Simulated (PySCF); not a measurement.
# The bond of GaF, level by level

An exercise on one series of results from a longer session: the logs are not shown, and one member is left open.

The runs use PySCF 2.14.0; Ga def2-TZVPPD, F def2-TZVPPD, no relativity.

Set-up of the first run:

Settings of the job:

| Quantity | Value |
| --- | --- |
| atoms | Ga, F |
| charge | 0 |
| basis | Ga def2-TZVPPD, F def2-TZVPPD |
| Hamiltonian | no relativity |
| basis functions | 94 |
| electrons treated | 40 |
| masses in u | 68.9256, 18.9984 |
| levels | PBE0, PBE, r²SCAN, B2PLYP, PBEsol, BHandHLYP, r²SCAN0, B3LYP, ωB97X-V, HF, MP2, SCS-MP2, CCSD, CCSD(T) |
| grid | 80 radial by 434 angular points |
| occupations | held fixed by the projection of orbital angular momentum |
| dissociation limit | Ga + F, each in its ground configuration |
| starting distance in angstrom | 1.820 |
| values of 2S to try | 0, 2 |

Launch:

```
$ OMP_NUM_THREADS=2 python dia.py task.json out
```

Steps of the session up to this table: The job; First curve: PBE0; Higher solutions at PBE0; PBE (GGA); r²SCAN (meta-GGA); B2PLYP (double hybrid); PBEsol (GGA); BHandHLYP; r²SCAN0 (hybrid meta-GGA); B3LYP (global hybrid GGA); ωB97X-V (range-separated hybrid); RHF; Adding correlation.

One table of the session follows, with a row left open; its other results are not shown here.

Energy (eV) from each level's lowest point:

| R (Å) | RHF | RHF-MP2 | RHF-SCS-MP2 | RHF-CCSD | RHF-CCSD(T) |
| --- | --- | --- | --- | --- | --- |
| 1.543 | 0.910 | 1.005 | 1.025 | n/a | n/a |
| 1.615 | 0.357 | 0.428 | 0.441 | 0.410 | 0.429 |
| 1.686 | 0.081 | 0.124 | 0.131 | 0.112 | 0.124 |
| 1.740 | ? | ? | ? | ? | ? |
| 1.794 | 0.000 | 0.000 | 0.000 | 0.000 | 0.000 |
| 1.848 | 0.057 | 0.035 | 0.033 | 0.042 | 0.036 |
| 1.920 | 0.195 | 0.148 | 0.142 | 0.163 | 0.150 |
| 2.009 | 0.434 | 0.358 | 0.348 | 0.383 | 0.362 |
| 2.117 | 0.770 | 0.669 | 0.654 | 0.703 | 0.674 |
| 2.260 | 1.245 | 1.125 | 1.104 | n/a | n/a |

Estimate the missing values for R (Å) = 1.740.

Worked estimate for «RHF». A straight line through the neighbours (1.686, 0.081) and (1.794, 0.000) gives 0.081 + (0.000 − 0.081) × (1.740 − 1.686) / (1.794 − 1.686) = 0.041; a parabola fitted to 4 rows on both sides gives -0.004.

**Answer.** RHF: 0.001; RHF-MP2: 0.023; RHF-SCS-MP2: 0.026; RHF-CCSD: 0.017; RHF-CCSD(T): 0.023. In «RHF» the line misses by +0.040 and the parabola by -0.005.
